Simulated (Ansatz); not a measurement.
Runs of Ansatz 0.2.0 on GaGe. It takes space group F-43m (No. 216, cubic). The conventional cell has a = 5.796 Å, b = 5.796 Å, c = 5.796 Å, α = 90.00°, β = 90.00°, γ = 90.00°. Ge (site symmetry -43m) is surrounded by 4 Ga at 2.51 Å. Around Ga (site symmetry -43m) lie 4 Ge at 2.51 Å. The cell comes from a database or a generator and needn't be the stable form of this composition.

```csv
potentials or basis,cutoff (eV),V0 of scaled cells (Å³/atom),B0 (GPa)
JTH PAW,3600,24.49,48
Ansatz PAW earlier set,1020,24.46,48
Ansatz NC,1088,24.48,49
SPMS NC,925,24.53,48
PseudoDojo standard,1088,(a),49
PseudoDojo stringent,1687,24.46,48
Ansatz PAW earlier set,1300,24.45,48
Ansatz PAW,420,24.45,48
```

Alike in all rows: task equation of state; level PBE; no spin polarisation; cell as given; k mesh 8 × 8 × 8; smearing fermi-dirac 0.05 eV.

Task: Fill in the values left out.

Result: (a) 24.50.
